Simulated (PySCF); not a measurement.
**[Eu(NH3)3]2+: other functionals and bases at one geometry**

An exercise on one series of results from a longer session: the logs are not shown, and one member is left open.

Method: several levels, as the steps say, no spin–orbit coupling; program: PySCF 2.14.0.

1 further run of the same task is left out (for a known fault of the program).

## Where the work starts

13 atoms, charge 2, spin multiplicity 1.

Bond lengths: Eu1–N2 2.661 Å, Eu1–N6 2.661 Å, Eu1–N10 2.661 Å, N2–H3 1.027 Å, N2–H4 1.027 Å, N2–H5 1.027 Å, N6–H7 1.027 Å, N6–H8 1.027 Å, N6–H9 1.027 Å, N10–H11 1.027 Å, N10–H12 1.027 Å, N10–H13 1.027 Å. Angles: N2–Eu1–N6 120.0°, N2–Eu1–N10 120.0°, N6–Eu1–N10 120.0°, Eu1–N2–H3 115.0°, Eu1–N2–H4 115.0°, Eu1–N2–H5 115.0°, H3–N2–H4 103.4°, H3–N2–H5 103.4°, H4–N2–H5 103.4°, Eu1–N6–H7 115.0°, Eu1–N6–H8 115.0°, Eu1–N6–H9 115.0°, H7–N6–H8 103.4°, H7–N6–H9 103.4°, H8–N6–H9 103.4°, Eu1–N10–H11 115.0°, Eu1–N10–H12 115.0°, Eu1–N10–H13 115.0° and more.

Coordinates:

```xyz
13
charge 2, multiplicity 1
Eu    0.0000    0.0000    0.0000
N     2.6611    0.0001    0.0000
H     3.0955   -0.4654    0.8060
H     3.0955   -0.4654   -0.8060
H     3.0955    0.9308    0.0000
N    -1.3306    2.3045    0.0000
H    -1.1447    2.9135    0.8060
H    -1.1447    2.9135   -0.8060
H    -2.3538    2.2154    0.0000
N    -1.3304   -2.3046    0.0000
H    -1.9508   -2.4480    0.8060
H    -1.9508   -2.4480   -0.8060
H    -0.7417   -3.1462    0.0000
```

Formal oxidation states: Eu +2. Each metal's 7 4f electrons lie in its core potential, so multiplicities, spins and levels count the valence alone. An earlier session relaxed this geometry at PBE0, Eu lcecp-0-SVP with ECP53, N def2-SVP, H def2-SVP (singlet, point group C3h).

At PBE0 on the finer grid: E = -198.303864 Eh, frontier levels not given, since the 4f levels lie in the core, Mulliken charge on Eu1 +1.31 e, largest force component 0.006 eV/Å. 

Levels to run: HF; wB97X; PBE0, TZVP. Hardware: 2 threads of Arm Neoverse V2, shared host.

Set-up of the first run:

Input file run.py (the lines that set the calculation):

```python
mol = gto.M(atom='''
Eu     0.00000     0.00000     0.00000
N      2.66106     0.00012     0.00000
H      3.09547    -0.46543     0.80603
H      3.09547    -0.46543    -0.80603
H      3.09552     0.93077     0.00000
N     -1.33063     2.30449     0.00000
H     -1.14467     2.91347     0.80603
H     -1.14467     2.91347    -0.80603
H     -2.35383     2.21542     0.00000
N     -1.33043    -2.30460     0.00000
H     -1.95081    -2.44805     0.80603
H     -1.95081    -2.44805    -0.80603
H     -0.74169    -3.14619     0.00000''',
    basis={'Eu': 'lcecp-0-SVP', 'N': 'def2-SVP', 'H': 'def2-SVP'},
    ecp={'Eu': 'lcecp-0-SVP'},
    charge=2, spin=0)
mf = scf.RHF(mol)
mf = mf.density_fit()  # fitting sets: Eu AutoAux, N def2-universal-JKFIT, H def2-universal-JKFIT
mf.conv_tol = 1e-08; mf.max_cycle = 55
mf.kernel(dm0)  # dm0: the density of the relaxed state
```

Launch:

```
$ OMP_NUM_THREADS=2 python run.py
```

Steps of the session up to this table: HF; wB97X; PBE0, TZVP.

One table of the session follows, with a row left open; its other results are not shown here.

| level | charge on Eu1 (e) | largest force component (eV/Å) |
| --- | --- | --- |
| PBE0 (relaxed here) | 1.31 | 0.01 |
| HF | 1.51 | 1.08 |
| wB97X | ? | ? |
| PBE0, TZVP | 1.61 | 0.41 |

**Question.** Estimate the row for wB97X.

As computed: charge on Eu1 (e): 1.34; largest force component (eV/Å): 0.04. In the column «charge on Eu1 (e)» it lies between PBE0 (relaxed here) (1.31) and HF (1.51).

The largest leftover force, 1.08 eV/Å with HF, stands at a geometry relaxed at another level. With 4f in the core, its levels are missing from HOMO and gap, and its count is fixed, so no charge can pass from the ligands into it. Total energies of different levels can't be compared.
